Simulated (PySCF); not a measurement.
# C5H8O3Si: magnetic properties

Aim: compute the magnetic properties of C5H8O3Si (`O[SiH2]OCc1ccco1`).

Programs: PySCF 2.14.0, with routines of our own; each step states its level. All values are computed. Atoms count from 0.

### 1 The starting structure

17 atoms, charge 0, multiplicity 1; geometry from: GFN2-xTB.

### 2 Magnetic properties: GIAO PBE0/pcSseg-1

The job: settings as JSON, then the geometry in Å.

```
{"job": {"kind": "mag", "xc": "PBE0", "basis": "pcSseg-1", "isotopologues": 0}, "charge": 0, "multiplicity": 1}
O      3.365214    -0.441854    -1.714108
Si     2.913261    -0.459365    -0.163124
O      1.305040    -0.203883    -0.212688
C      0.427284    -0.157592     0.862446
C     -0.959091     0.117293     0.376157
C     -1.502492     0.082595    -0.872388
C     -2.868461     0.429934    -0.716935
C     -3.049063     0.646106     0.611246
O     -1.896839     0.460623     1.284132
H      2.780093    -0.078855    -2.374736
H      3.571013     0.614495     0.582355
H      3.238305    -1.779561     0.366052
H      0.448907    -1.113655     1.407129
H      0.726245     0.626437     1.572028
H     -0.992243    -0.157794    -1.781339
H     -3.604935     0.503545    -1.490280
H     -3.909238     0.923562     1.186933
```

Method: GIAO PBE0/pcSseg-1 magnetisability, rotational g tensor and spin-rotation constants, non-relativistic, gas phase.

Run with:

```bash
OMP_NUM_THREADS=1 python excited_run.py task.json out
```

The driver reads the jobs from task.json and runs them one after another.

Standard output:

```text
coarse grid: 15272 points
cycle   1  E = -709.6432614359  dE =  1.740e+00  |g| = 9.886e-01  |ddm| = 3.909e+00
cycle   2  E = -709.4457764841  dE =  1.975e-01  |g| = 1.434e+00  |ddm| = 1.948e+00
cycle   3  E = -709.8173201738  dE = -3.715e-01  |g| = 9.075e-02  |ddm| = 1.315e+00
cycle   4  E = -709.8185269978  dE = -1.207e-03  |g| = 5.245e-02  |ddm| = 1.164e-01
cycle   5  E = -709.8190131686  dE = -4.862e-04  |g| = 1.798e-02  |ddm| = 4.935e-02
cycle   6  E = -709.8190720531  dE = -5.888e-05  |g| = 5.373e-03  |ddm| = 1.574e-02
cycle   7  E = -709.8190785405  dE = -6.487e-06  |g| = 1.250e-03  |ddm| = 5.153e-03
final grid: 144568 points
cycle   8  E = -709.9025242102  dE = -2.129e-05  |g| = 1.479e-02  |ddm| = 3.122e-02
cycle   9  E = -709.9024599181  dE =  6.429e-05  |g| = 2.380e-02  |ddm| = 2.529e-02
cycle  10  E = -709.9025626265  dE = -1.027e-04  |g| = 2.414e-03  |ddm| = 1.660e-02
cycle  11  E = -709.9025639174  dE = -1.291e-06  |g| = 4.060e-04  |ddm| = 2.214e-03
cycle  12  E = -709.9025639460  dE = -2.869e-08  |g| = 1.490e-04  |ddm| = 4.614e-04
cycle  13  E = -709.9025639509  dE = -4.832e-09  |g| = 2.951e-05  |ddm| = 1.373e-04
cycle  14  E = -709.9025639510  dE = -1.223e-10  |g| = 1.385e-05  |ddm| = 3.034e-05
converged SCF energy = -709.9025639510

Magnetisability tensor (1e-30 J/T^2)
    -1164.04     -140.24       46.61
     -140.24    -1724.92       73.34
       46.61       73.34    -1118.25
isotropic -1335.74   principal values   -1768.42  -1149.94  -1088.86
isotropic susceptibility -80.440 1e-6 cm^3/mol

Inertial axes            a          b          c
rot. const./GHz      4.8163     0.5891     0.5315
chi total           -68.972    -66.466   -105.882
chi diamagnetic    -376.880  -2068.098  -2288.015
chi paramagnetic    307.908   2001.632   2182.133
quadrupole/D A       -3.938      8.012     -4.074
g nuclear            0.6175     0.5416     0.5454
g electronic        -0.6967    -0.5539    -0.5449
g total             -0.0792    -0.0123     0.0005

Spin-rotation constants (kHz, H = +C I.J)
atom  isotope        aa         bb         cc
  9     1H       -0.486     -0.010     -0.064
 10     1H       -0.351     -0.025     -0.003
 11     1H       -0.328     -0.041      0.008
 12     1H       -0.417     -0.039      0.011
 13     1H       -0.429     -0.017     -0.009
 14     1H       -0.084      0.012     -0.058
 15     1H       -0.176      0.025     -0.060
 16     1H        0.393     -0.046     -0.053
  0    17O*      -0.150     -0.047     -0.055
  1   29Si*      -2.830     -0.362     -0.316
  2    17O*      -0.446     -0.025     -0.047
  3    13C*       0.949      0.119      0.116
  4    13C*       2.348      0.208      0.123
  5    13C*       1.851      0.206      0.066
  6    13C*       1.842      0.213      0.069
  7    13C*       2.258      0.190      0.113
  8    17O*      -1.973     -0.208     -0.057
* in the singly substituted isotopologue
```

Run time: 41 s. Hardware: 1 thread of Arm Neoverse V1, shared host; peak memory 0.88 GiB.

From this job:

| quantity | value |
| --- | --- |
| magnetisability | -1336·10⁻³⁰ J/T² |
| molar susceptibility | -80.4·10⁻⁶ cm³/mol |
| rotational g (a, b, c) | -0.0792, -0.0123, 0.0005 |

### 3 Summary of results

| quantity | value |
| --- | --- |
| magnetisability (step 2, GIAO PBE0/pcSseg-1) | -1336·10⁻³⁰ J/T² |
| molar susceptibility (step 2, GIAO PBE0/pcSseg-1) | -80.4·10⁻⁶ cm³/mol |
| rotational g (a, b, c) (step 2, GIAO PBE0/pcSseg-1) | -0.0792, -0.0123, 0.0005 |

The values above hold for this geometry and these levels alone. Vibrational averaging and real surroundings are missing from these values.
